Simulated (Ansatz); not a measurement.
# Titanium, simple cubic under PBEsol: structure, energy and stiffness

The plan for titanium in the simple cubic structure: relax it, solve it on a dense k-mesh, then scale the cell to 7 volumes from 88 to 112 % of the relaxed one and try a fit of the equation of state. Spin polarisation is left out. The k-meshes are 12×12×12 for the relaxation; 20×20×20 for the dense run; 14×14×14 for the volumes.

This is Ti in the simple cubic structure; at room conditions it is hcp.

Method: DFT PBEsol, plane waves (420 eV) with PAW, scalar-relativistic; the PAW data stem from PBE, with regenerated cores, in Ansatz 0.2.0.

## 1. The system as given

It takes space group Pm-3m (No. 221, cubic). The conventional cell has a = 2.672 Å, b = 2.672 Å, c = 2.672 Å, α = 90.00°, β = 90.00°, γ = 90.00°. Ti (site symmetry m-3m) has 6 Ti at 2.67 Å as nearest neighbours.

Coordinates:

```
Ti
1.0
     2.67171    0.00000    0.00000
     0.00000    2.67171    0.00000
     0.00000    0.00000    2.67171
Ti
1
Direct
  0.00000 0.00000 0.00000
```

## 2. Relaxing cell and atoms

The input, input.yaml:

```yaml
crystal:
  lattice:
    - [2.6717143674, 0.0, 0.0]
    - [0.0, 2.6717143674, 0.0]
    - [0.0, 0.0, 2.6717143674]
  atoms:
    - { symbol: Ti, position: [0.0, 0.0, 0.0] }
hamiltonian:
  xc: pbesol
  pseudopotentials:
    kind: paw
    azcp:
      Ti: "pseudopotentials/Ti.paw.azcp"
basis:
  ecutwfc: 420
  fft_grid_basis: typed
kpoints:
  mp_grid: { grid: [12, 12, 12], shift: [0, 0, 0] }
magnetization:
  spin_polarized: false
scf:
  occupations: { method: fermi_dirac, width: 0.1 }
relax:
  max_steps: 60
  f_tol: 0.01
  cell: {}
```

After this run come: The energy on a finer k-mesh; Equation of state: 88 %; Equation of state: 92 %; Equation of state: 96 %; Equation of state: 100 %; Equation of state: 104 %; Equation of state: 108 %; Equation of state: 112 %.

**Question.** What will these runs give? Wanted: space group; conventional cell; volume; shortest distance; gap on the mesh; relative to hcp; highest ELF outside the cores; V₀, B₀, B₀′.

As calculated:

| quantity | value |
| --- | --- |
| space group (spins left aside) | Pm-3m (No. 221) |
| conventional cell | a = 2.600 Å |
| volume | 17.570 Å³/atom |
| shortest distance | 2.600 Å |
| gap on the mesh | none (levels filled in part) |
| relative to hcp | +843 meV/atom |
| highest ELF outside the cores | 0.54, 2.08 Å from the nearest atom |
| V₀, B₀, B₀′ | 17.454 Å³/atom, 86 GPa, 3.5 |

**Reading.** The relaxation shrank the cell by 7.9 % in volume. Against the reference form of titanium (hcp, computed apart with the same settings) it stands 843 meV/atom higher, so it is far from stable. Levels at the Fermi energy are filled in part, as in a metal. The fitted modulus is 86 GPa. The symmetry was held, so the structure may be unstable against distortions that break it.
